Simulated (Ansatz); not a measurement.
Predict the output of the script below (the Ansatz DFT code, driven from Python).

`run_scan.py`:
```python
"""Stretching a bond of C2H6SiTe, the rest held rigid."""

from dataclasses import dataclass

import ansatz as az
import numpy as np


@dataclass(frozen=True)
class Settings:
    basis: str = "def2-SVP"
    level: str = "MP2"


opts = Settings()

GEOMETRY = """
Te   -1.09970    1.21450   -2.03870
Si   -0.71740    0.30270    0.20300
C     0.40960   -1.18810    0.22670
C     1.22770    0.10470    0.41400
H    -2.84090    1.34780   -1.70550
H    -1.22360    0.93850    1.43590
H     0.39470   -1.80160    1.16630
H     0.64030   -1.65270   -0.75440
H     1.76500    0.41700   -0.41770
H     1.52740    0.26590    1.47330
"""

molecule = az.Crystal.molecule()
for line in GEOMETRY.strip().splitlines():
    symbol, *xyz = line.split()
    molecule = molecule.atom(symbol, [float(v) for v in xyz])

symbols = [site.symbol for site in molecule.cartesian_sites]
start = np.array([site.position_ang for site in molecule.cartesian_sites])
axis = (start[7] - start[2]) / np.linalg.norm(start[7] - start[2])
moving = [7]
lengths, energies = [0.94, 1.02, 1.11, 1.22, 1.39, 1.66, 2.0, 2.44], []
for length in lengths:
    xyz = start.copy()
    xyz[moving] += (length - np.linalg.norm(start[7] - start[2])) * axis
    point = az.Crystal.molecule()
    for symbol, xyz in zip(symbols, xyz):
        point = point.atom(symbol, xyz.tolist())
    setup = point.calculation().basis(gaussian=opts.basis).correlation(opts.level)
    rep = setup.run(threads=1).report
    energies.append(rep["free_energy_ev"])
    print(f"r = {length:6.3f} A  E = {energies[-1]:.5f} eV  <S^2> = {abs(rep['mean_field']['state']['spin_squared']):.3f}")

print("energy above the lowest point (eV):", [round(e - min(energies), 3) for e in energies])
```

Output of `python run_scan.py`:
```text
r =  0.940 A  E = -17290.89868 eV  <S^2> = 0.000
r =  1.020 A  E = -17291.36293 eV  <S^2> = 0.000
r =  1.110 A  E = -17291.47170 eV  <S^2> = 0.000
r =  1.220 A  E = -17291.25116 eV  <S^2> = 0.000
r =  1.390 A  E = -17290.54333 eV  <S^2> = 0.000
r =  1.660 A  E = -17289.19660 eV  <S^2> = 0.000
r =  2.000 A  E = -17287.72173 eV  <S^2> = 0.000
r =  2.440 A  E = -17286.42247 eV  <S^2> = 0.000
energy above the lowest point (eV): [0.573, 0.109, 0.0, 0.221, 0.928, 2.275, 3.75, 5.049]
```

Notes:
- Total energies depend on the basis set; only differences at equal settings carry meaning.
- The rest of the molecule is held rigid at a force-field or estimated start geometry, and the basis set is modest; single-reference methods fail as a bond breaks.
- def2 sets replace the cores of elements past krypton by effective core potentials.
- The orbitals are restricted, so S² is zero by construction.
- Toward dissociation an unrestricted state can lie under the restricted one, by tenths of an eV for polar bonds under a functional and by 1 to 2 eV or more for others.
- S² is that of the Hartree-Fock reference.
- Timing: 24 s on 1 thread of Arm Neoverse V1 (shared host), peak memory 0.31 GiB.

(Lines on the test bed's own set-up are left out of the output.)
